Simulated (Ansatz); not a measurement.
# [InMeH3]- (CH6In−): single points with varied inputs

How do the results and run time of [InMeH3]- (CH6In−) respond when the settings are drawn wide?

Computed with Ansatz 0.2.0, Gaussian basis. Level: the settings change from run to run.

1 further run of the same task is left out (set aside as unsound or not needed).

### 1 The relaxed structure

An earlier PBE-D4 in a triple-zeta def2 set relaxation fixed the geometry. In takes a core potential in def2 sets; no spin-orbit term is included.

8 atoms, charge -1, spin multiplicity 1.

Atoms are counted from 1 here; the program's logs count them from 0.

Bond lengths: In1–C2 2.246 Å, In1–H6 1.800 Å, In1–H7 1.800 Å, In1–H8 1.800 Å, C2–H3 1.103 Å, C2–H4 1.103 Å, C2–H5 1.103 Å. Angles: C2–In1–H6 109.0°, C2–In1–H7 109.0°, C2–In1–H8 109.0°, H6–In1–H7 109.9°, H6–In1–H8 109.9°, H7–In1–H8 109.9°, In1–C2–H3 110.8°, In1–C2–H4 110.8°, In1–C2–H5 110.8°, H3–C2–H4 108.1°, H3–C2–H5 108.1°, H4–C2–H5 108.1°.

### 2 PBE0/def2-mTZVP

Options: D3(BJ) with three-body dispersion, high accuracy.

File in.yaml:

```yaml
crystal:
  periodic: [false, false, false]
  atoms:
    - {symbol: In, position_ang: [-0.001512, 0.003587, -1.050056]}
    - {symbol: C, position_ang: [0.001714, -0.004090, 1.196319]}
    - {symbol: H, position_ang: [-1.027334, 0.042121, 1.589701]}
    - {symbol: H, position_ang: [0.558258, 0.862485, 1.590173]}
    - {symbol: H, position_ang: [0.475906, -0.920837, 1.584326]}
    - {symbol: H, position_ang: [1.699059, -0.021142, -1.639285]}
    - {symbol: H, position_ang: [-0.829867, 1.492377, -1.630658]}
    - {symbol: H, position_ang: [-0.876214, -1.454490, -1.640520]}
basis:
  gaussian: {orbitals: def2-mTZVP}
total_charge: -1
hamiltonian: {xc: {name: PBE0}, dispersion: d3bjatm}
accuracy: high
scf: {omitted_lower_state_checks: [starts]}
output: {forces: true}
```

Started as:

```bash
ansatz run in.yaml --threads 2 --pin off --events-out ev --progress --plain --max-ram 4352MiB
```

What it wrote, cut to the lines that bear on the results:

```text
Functional definition: PBE0
  name "PBE0"
  cite "Adamo & Barone, J. Chem. Phys. 110, 6158 (1999) doi:10.1063/1.478522"
  cite "Perdew, Burke & Ernzerhof, Phys. Rev. Lett. 77, 3865 (1996) doi:10.1103/PhysRevLett.77.3865"
  parent pbe
[...]
1640 factors; integrals over basis functions are off by at most 3.6e-9 eV
[...]
mean field -6307.40000008 eV, -231.7926746937 hartree, gradient 2.7e-8 eV, S^2 0.000000; 0 other end points of the search recorded, 0 dependent functions left out
[...]
reference -6307.40000402 eV, -231.7926748386 hartree; 17, 17 occupied and 56, 56 virtual orbitals, 1640 factors
Total energy: -6307.49469685 eV, -231.7961547356 hartree
Atom 0 at    -0.001512     0.003587    -1.050056 Å, force     0.000239    -0.000601     0.135124 eV/Å
Atom 1 at     0.001714    -0.004090     1.196319 Å, force    -0.000075    -0.000070     0.006233 eV/Å
Atom 2 at    -1.027334     0.042121     1.589701 Å, force     0.241986    -0.011787    -0.043295 eV/Å
Atom 3 at     0.558258     0.862485     1.590173 Å, force    -0.131497    -0.203331    -0.043267 eV/Å
Atom 4 at     0.475906    -0.920837     1.584326 Å, force    -0.110669     0.215820    -0.042294 eV/Å
Atom 5 at     1.699059    -0.021142    -1.639285 Å, force    -0.032462    -0.000007    -0.004180 eV/Å
Atom 6 at    -0.829867     1.492377    -1.630658 Å, force     0.016248    -0.028131    -0.004166 eV/Å
Atom 7 at    -0.876214    -1.454490    -1.640520 Å, force     0.016231     0.028107    -0.004156 eV/Å
Dipole moment:     0.000358    -0.000865     0.260836 e Å
Checks for a lower state left out: starts
```

It took 3.7 s on 2 threads of Arm Neoverse V2, shared host.

Largest force 0.246 eV/Å.

### 3 B97M-V/def2-TZVPD

in.yaml, as its differences from that of step 2:

```diff
@@ -12,7 +12,4 @@
 basis:
-  gaussian: {orbitals: def2-mTZVP}
+  gaussian: {orbitals: def2-TZVPD}
 total_charge: -1
-hamiltonian: {xc: {name: PBE0}, dispersion: d3bjatm}
-accuracy: high
-scf: {omitted_lower_state_checks: [starts]}
-output: {forces: true}
+hamiltonian: {xc: {name: B97M-V}}
```

Same command.

What it wrote, cut to the lines that bear on the results:

```text
Functional definition: B97M-V
  name "B97M-V"
  cite "Mardirossian & Head-Gordon, J. Chem. Phys. 142, 074111 (2015) doi:10.1063/1.4907719"
  cite "Becke, J. Chem. Phys. 107, 8554 (1997) doi:10.1063/1.475007"
  cite "Vydrov & Van Voorhis, J. Chem. Phys. 133, 244103 (2010) doi:10.1063/1.3521275"
  # Of w^i u^j: cxij and so on, Table III.
[...]
  gx(w, u) = cx00 + cx01*u + cx02*u^2 + (cx10 + cx11*u)*w
  gss(w, u) = css00 + css02*u^2 + css10*w + (css32*w^3 + css42*w^4)*u^2
  gos(w, u) = cos00 + cos01*u + cos03*u^3 + cos10*w + cos32*w^3*u^2
[...]
      + integral(e_c_pw_mod_opposite_spin*gos(b97_w_opposite, b97_u_opposite)) + vv10(b, c)
911 factors; their error is unknown
[...]
mean field -6309.68237326 eV, -231.8765503610 hartree, gradient 2.9e-5 eV, S^2 0.000000; 0 other end points of the search recorded, 0 dependent functions left out
reference -6309.68247057 eV, -231.8765539371 hartree; 17, 17 occupied and 130, 130 virtual orbitals, 911 factors
Total energy: -6309.68247057 eV, -231.8765539371 hartree
```

It took 7 s on 2 threads of Arm Neoverse V2, shared host.

### 4 CAM-B3LYP/def2-SVPD

Options: charge 0, multiplicity 2, a grid of angular degree 47.

in.yaml, as its differences from that of step 3:

```diff
@@ -12,4 +12,6 @@
 basis:
-  gaussian: {orbitals: def2-TZVPD}
-total_charge: -1
-hamiltonian: {xc: {name: B97M-V}}
+  gaussian: {orbitals: def2-SVPD, final_grid: {core_spheres: 20, valence_spheres: 16, degree: 47}}
+magnetization: {spin_polarized: true, initial_magnetization: 1}
+hamiltonian: {xc: {name: CAM-B3LYP}}
+scf: {omitted_lower_state_checks: [starts]}
+output: {forces: true}
```

Same command.

What it wrote, cut to the lines that bear on the results:

```text
Functional definition: CAM-B3LYP
  name "CAM-B3LYP"
  cite "Yanai, Tew & Handy, Chem. Phys. Lett. 393, 51 (2004) doi:10.1016/j.cplett.2004.06.011"
  cite "Iikura, Tsuneda, Yanai & Hirao, J. Chem. Phys. 115, 3540 (2001) doi:10.1063/1.1383587"
  cite "Becke, Phys. Rev. A 38, 3098 (1988) doi:10.1103/PhysRevA.38.3098"
  cite "Lee, Yang & Parr, Phys. Rev. B 37, 785 (1988) doi:10.1103/PhysRevB.37.785"
  cite "Vosko, Wilk & Nusair, Can. J. Phys. 58, 1200 (1980) doi:10.1139/p80-159"
[...]
  # Exact exchange under (alpha + beta erf(omega r))/r, Becke's under what is left of 1/r.
[...]
1102 factors; integrals over basis functions are off by at most 1.2e-3 eV
424 factors; integrals over basis functions are off by at most 9.7e-6 eV
[...]
mean field -6302.43899166 eV, -231.6103609969 hartree, gradient 1.1e-5 eV, S^2 0.756806; 0 other end points of the search recorded, 0 dependent functions left out
[...]
reference -6302.43913262 eV, -231.6103661773 hartree; 17, 16 occupied and 83, 84 virtual orbitals, 1102 factors
Total energy: -6302.43913262 eV, -231.6103661773 hartree
Atom 0 at    -0.001512     0.003587    -1.050056 Å, force    -0.005176     0.012051    -3.187495 eV/Å
Atom 1 at     0.001714    -0.004090     1.196319 Å, force     0.005578    -0.013196     3.590711 eV/Å
Atom 2 at    -1.027334     0.042121     1.589701 Å, force    -0.138996     0.008338    -0.833225 eV/Å
Atom 3 at     0.558258     0.862485     1.590173 Å, force     0.072540     0.119489    -0.833056 eV/Å
Atom 4 at     0.475906    -0.920837     1.584326 Å, force     0.062794    -0.118991    -0.833593 eV/Å
Atom 5 at     1.699059    -0.021142    -1.639285 Å, force    -0.270515     0.001411     0.699424 eV/Å
Atom 6 at    -0.829867     1.492377    -1.630658 Å, force     0.133822    -0.239970     0.697591 eV/Å
Atom 7 at    -0.876214    -1.454490    -1.640520 Å, force     0.139952     0.230870     0.699642 eV/Å
Dipole moment:     0.001354    -0.003176     0.876767 e Å
Checks for a lower state left out: starts
```

It took 8.5 s on 2 threads of Arm Neoverse V2, shared host.

Largest force 3.591 eV/Å, dipole 4.21 D, ⟨S²⟩ 0.757.

### 5 PBE0-DH/def2-SVPD

Set apart from the defaults: atoms shaken by 0.15 Å, density fitting with def2-universal-jkfit.

File in.yaml:

```yaml
crystal:
  periodic: [false, false, false]
  atoms:
    - {symbol: In, position_ang: [0.054369, -0.200259, -1.030615]}
    - {symbol: C, position_ang: [0.135531, 0.213228, 1.288065]}
    - {symbol: H, position_ang: [-0.874257, 0.104560, 1.576815]}
    - {symbol: H, position_ang: [0.502061, 0.883165, 1.568883]}
    - {symbol: H, position_ang: [0.341426, -1.007383, 1.497872]}
    - {symbol: H, position_ang: [1.715483, -0.199132, -1.605364]}
    - {symbol: H, position_ang: [-0.962598, 1.435264, -1.848352]}
    - {symbol: H, position_ang: [-0.967729, -1.454031, -1.611041]}
basis:
  gaussian: {orbitals: def2-SVPD, fitting: {mean_field: def2-universal-jkfit}}
total_charge: -1
hamiltonian: {xc: {name: PBE0-DH}}
scf: {omitted_lower_state_checks: [starts]}
output: {forces: true}
```

Launched as before.

What it wrote, cut to the lines that bear on the results:

```text
Functional definition: PBE0-DH
  name "PBE0-DH"
  cite "Brémond & Adamo, J. Chem. Phys. 135, 024106 (2011) doi:10.1063/1.3604569"
  cite "Perdew, Burke & Ernzerhof, Phys. Rev. Lett. 77, 3865 (1996) doi:10.1103/PhysRevLett.77.3865"
[...]
401 factors; integrals over basis functions are off by at most 4.8e-1 eV
[...]
mean field -6298.58644231 eV, -231.4687824197 hartree, gradient 9.0e-6 eV, S^2 0.000000; 0 other end points of the search recorded, 0 dependent functions left out
5 core orbitals not correlated: weight in the atoms' cores, before any rotation towards them, 1.000 or more for the frozen orbitals, at most 0.000 for the correlated occupied ones
reference -6298.58647218 eV, -231.4687835175 hartree; 12, 12 occupied and 83, 83 virtual orbitals, 401 factors
second order -10.18246023 eV of doubles, -0.00000000 eV of singles
[...]
Total energy: -6299.85927971 eV, -231.5155583315 hartree
Atom 0 at     0.054369    -0.200259    -1.030615 Å, force    -0.550310     2.405855     0.275004 eV/Å
Atom 1 at     0.135531     0.213228     1.288065 Å, force   -10.777882   -23.501305    -9.751440 eV/Å
Atom 2 at    -0.874257     0.104560     1.576815 Å, force    -1.728226     0.710418     0.358854 eV/Å
Atom 3 at     0.502061     0.883165     1.568883 Å, force    11.453376    18.484120     8.431654 eV/Å
Atom 4 at     0.341426    -1.007383     1.497872 Å, force     0.878361     3.601199     0.190720 eV/Å
Atom 5 at     1.715483    -0.199132    -1.605364 Å, force     0.144654    -0.098165    -0.114142 eV/Å
Atom 6 at    -0.962598     1.435264    -1.848352 Å, force     0.768912    -0.997356     0.499809 eV/Å
Atom 7 at    -0.967729    -1.454031    -1.611041 Å, force    -0.188885    -0.604766     0.109541 eV/Å
Dipole moment:     0.147641    -0.376197     0.320377 e Å
Checks for a lower state left out: starts
```

Wall time 3.3 s (2 threads of Arm Neoverse V2, shared host).

Largest force 27.633 eV/Å.

### 6 The runs in one table

```csv
level,charge,multiplicity,geometry,functions,energy (eV),time
PBE0/def2-mTZVP,-1,1,relaxed,73,-6307.495,3.7 s
B97M-V/def2-TZVPD,-1,1,relaxed,147,-6309.682,7 s
CAM-B3LYP/def2-SVPD,0,2,relaxed,100,-6302.439,8.5 s
PBE0-DH/def2-SVPD,-1,1,shaken,100,-6299.859,3.3 s
```

### 7 Summary of results

| quantity | value |
| --- | --- |
| runs | 4 |
| quickest | PBE0-DH/def2-SVPD, 3.3 s |
| slowest | CAM-B3LYP/def2-SVPD, 8.5 s |
| spread of total energies, same state and geometry | 2.2 eV |

**Reading.** CAM-B3LYP/def2-SVPD took 3 times as long as PBE0-DH/def2-SVPD. The jobs differ in tasks and options as well as level. Total energies at one charge and spin differ by 2 eV between levels, so only differences within one level mean anything. At the PBE-D4/def2-TZVPD geometry and in the same state, runs without warnings or point charges leave forces up to 0.25 eV/Å (PBE0/def2-mTZVP), against 27.6 eV/Å where the atoms were moved.
